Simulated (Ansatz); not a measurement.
# CH₅O₂Sb, SMILES [CH3][Sb]([OH])[OH]: a ladder of methods at one geometry

With Ansatz's Python interface.

Run as a notebook:

```python
from pathlib import Path

import ansatz as az
import numpy as np
```

```python
BASIS = 'def2-SVP'
```

```python
geometry = (
    az.Crystal.molecule()
    .atom('C', (-0.2047, 0.854, -0.9966))
    .atom('Sb', (1.1132, 0.196, 0.5132))
    .atom('O', (0.739, -1.7336, 0.0076))
    .atom('O', (-0.2678, 0.192, 1.9179))
    .atom('H', (0.2252, 0.7939, -2.0231))
    .atom('H', (-0.5009, 1.9796, -0.8215))
    .atom('H', (-1.1559, 0.2959, -0.9795))
    .atom('H', (1.1876, -2.2372, 0.7689))
    .atom('H', (-1.0472, -0.3869, 1.5961))
)
```

```python
setup = geometry.calculation()
setup = setup.basis(gaussian=BASIS)
setup = setup.accuracy('high')
```

```python
print('functional    E (Ha)        dipole (D)   HOMO (eV)  LUMO (eV)')
for name in ['lc_wpbe', 'cam_b3lyp', 'blyp', 'r2scan0', 'pbe', 'b3lyp']:
    data = setup.functional(name).forces().orbitals().run(threads=1, runs_dir='runs').report
    lines = Path(data['orbitals_path']).read_text().splitlines()
    field_of = lambda key: [line.split('=')[1].strip() for line in lines if line.startswith(key)]
    orbitals = [(27.211386 * float(e), s, float(n)) for e, s, n in zip(field_of('Ene='), field_of('Spin='), field_of('Occup='))]
    homo = max(e for e, _, n in orbitals if n > 0.5)
    lumo = min(e for e, _, n in orbitals if n < 0.5)
    dipole = 4.803205 * np.linalg.norm(data['charge_distribution']['dipole_moment_e_ang'])
    print(f'{name:10s} {data["free_energy_ev"] / 27.211386246:14.6f} {dipole:9.3f} {homo:11.3f} {lumo:10.3f}')
```

    functional    E (Ha)        dipole (D)   HOMO (eV)  LUMO (eV)
    lc_wpbe       -431.586431     1.111      -9.765      1.627
    cam_b3lyp     -431.576123     1.125      -8.486      0.464
    blyp          -431.564736     0.910      -5.715     -1.227
    r2scan0       -431.595338     1.104      -7.433     -0.466
    pbe           -431.449563     0.859      -5.858     -1.331
    b3lyp         -431.746814     1.067      -6.976     -0.784

Reading the output:
- The settings weren't tested for convergence.
- The geometry is a force-field or estimated start, not a minimum of this method, and the basis set is short of its limit. A lower total doesn't mark the better method: functionals have no common bound, and MP2 and coupled cluster aren't variational.
- def2 sets replace the cores of elements past krypton by effective core potentials.
- b3lyp holds the VWN-RPA fit, as in Gaussian; the form of ORCA and Turbomole is b3lyp5.
- Levels such as HOMO and LUMO are orbital energies: with these approximate functionals they aren't the ionisation energy and electron affinity, and their gap isn't the fundamental gap.
- Finished in 100 s on 1 thread of Intel(R) Xeon(R) Platinum 8488C (Sapphire Rapids) (shared host), peak memory 0.49 GiB.

(Lines on the test bed's own set-up are left out of the output.)
